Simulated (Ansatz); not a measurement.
**AlCl₃H₅NSi: a ladder of functionals and wavefunction methods**

An exercise on one series of results from a longer session: the logs are not shown, and one member is left open.

Method: functionals in def2-TZVPP, the program's frozen cores in correlated methods; program: Ansatz 0.2.0, Gaussian basis.

Plan: LDA (SPW92), PBE-D4, revPBE-D4, BLYP-D4, r2SCAN-D4, B97M-V, PBE0-D4, B3LYP-D4, r2SCANh-D4, r2SCAN0-D4, HSE06-D4, BHLYP-D4, CAM-B3LYP-D4, LC-ωPBE, ωB97X-V, ωB97M-V, B2PLYP, PBE-QIDH; CCSD(T)/def2-SVP; CCSD(T)/def2-TZVPP; MP2/def2-QZVPP; extrapolation to the limit; RPA on PBE.

## Structure used throughout

The geometry comes from an earlier relaxation with PBE0-D4 in a triple-zeta def2 set; it is a stationary point, not always the lowest conformer.

11 atoms, charge 0, spin multiplicity 1.

Atoms are counted from 1 here; the program's logs count them from 0.

Bond lengths: Si1–N2 1.809 Å, Si1–H7 1.484 Å, Si1–H8 1.474 Å, Si1–H9 1.474 Å, N2–Al3 1.999 Å, N2–H10 1.019 Å, N2–H11 1.019 Å, Al3–Cl4 2.115 Å, Al3–Cl5 2.114 Å, Al3–Cl6 2.114 Å. Angles: N2–Si1–H7 106.5°, N2–Si1–H8 106.9°, N2–Si1–H9 106.9°, H7–Si1–H8 110.8°, H7–Si1–H9 110.8°, H8–Si1–H9 114.5°, Si1–N2–Al3 118.1°, Si1–N2–H10 110.9°, Si1–N2–H11 110.9°, Al3–N2–H10 104.9°, Al3–N2–H11 104.9°, H10–N2–H11 106.2°, N2–Al3–Cl4 103.7°, N2–Al3–Cl5 101.1°, N2–Al3–Cl6 101.1°, Cl4–Al3–Cl5 115.5°, Cl4–Al3–Cl6 115.5°, Cl5–Al3–Cl6 116.5°.

As a file:

```mol
AlCl3H5NSi
  3D, bonds by distance, orders not assigned

 11 10  0  0  0  0  0  0  0  0999 V2000
   -0.1444   -1.4629    0.7276 Si  0  0
    0.7229   -0.0281    0.0480 N   0  0
   -0.3719    1.4444   -0.7458 Al  0  0
   -2.3621    0.7621   -0.5255 Cl  0  0
    0.3659    1.4762   -2.7271 Cl  0  0
    0.1760    3.0691    0.4915 Cl  0  0
    0.9008   -2.3786    1.2487 H   0  0
   -0.8788   -2.0876   -0.3869 H   0  0
   -0.9996   -0.9689    1.8214 H   0  0
    1.2924    0.4248    0.7618 H   0  0
    1.3642   -0.3075   -0.6933 H   0  0
  1  2  8  0
  2  3  8  0
  3  4  8  0
  3  5  8  0
  3  6  8  0
  1  7  8  0
  1  8  8  0
  1  9  8  0
  2 10  8  0
  2 11  8  0
M  END
```

Set-up of the first run:

File in.yaml:

```yaml
crystal:
  periodic: [false, false, false]
  atoms:
    - {symbol: Si, position_ang: [-0.144444, -1.462866, 0.727619]}
    - {symbol: N, position_ang: [0.722875, -0.028088, 0.048018]}
    - {symbol: Al, position_ang: [-0.371869, 1.444418, -0.745809]}
    - {symbol: Cl, position_ang: [-2.362140, 0.762116, -0.525518]}
    - {symbol: Cl, position_ang: [0.365928, 1.476172, -2.727062]}
    - {symbol: Cl, position_ang: [0.176015, 3.069077, 0.491537]}
    - {symbol: H, position_ang: [0.900794, -2.378623, 1.248720]}
    - {symbol: H, position_ang: [-0.878790, -2.087615, -0.386852]}
    - {symbol: H, position_ang: [-0.999627, -0.968872, 1.821367]}
    - {symbol: H, position_ang: [1.292416, 0.424845, 0.761775]}
    - {symbol: H, position_ang: [1.364243, -0.307463, -0.693295]}
basis:
  gaussian: {orbitals: def2-TZVPP}
hamiltonian: {xc: lda}
output: {orbitals: {seedname: orbitals}}
```

Launch:

```
$ ansatz run in.yaml --threads 4 --pin off --events-out ev --progress --plain --max-ram 11315MiB
```

Among the steps run: LDA; PBE-D4 (GGA); revPBE-D4 (GGA); BLYP-D4 (GGA); r2SCAN-D4 (meta-GGA); B97M-V (meta-GGA); B3LYP-D4 (hybrid); r2SCANh-D4 (hybrid); r2SCAN0-D4 (hybrid); HSE06-D4 (hybrid); BHLYP-D4 (hybrid); CAM-B3LYP-D4 (range-separated); LC-ωPBE (range-separated); ωB97X-V (range-separated); ωB97M-V (range-separated); B2PLYP (double hybrid); PBE-QIDH (double hybrid).

One of the session's tables, all rows but one given; the rest of the session is left out.

It belongs to the step «Orbital energies across the functionals». 

```
  functional  HOMO (eV)  gap (eV)
 LDA (SPW92)      -7.27      5.21
      PBE-D4          ?         ?
   revPBE-D4      -7.06      5.35
     BLYP-D4      -6.93      5.21
   r2SCAN-D4      -7.49      6.08
      B97M-V      -7.58      5.87
     PBE0-D4      -8.52      7.52
    B3LYP-D4      -8.22      6.98
  r2SCANh-D4      -8.00      6.86
  r2SCAN0-D4      -8.77      8.02
    HSE06-D4      -8.12      6.75
    BHLYP-D4      -9.75      9.54
CAM-B3LYP-D4      -9.86      9.78
     LC-ωPBE     -11.33     12.47
     ωB97X-V     -10.94     11.89
     ωB97M-V     -10.77     11.38
```

**Question.** Estimate the row for PBE-D4.

As computed: HOMO (eV): -7.12; gap (eV): 5.30. In the column «HOMO (eV)» it lies between LDA (SPW92) (-7.27) and revPBE-D4 (-7.06).
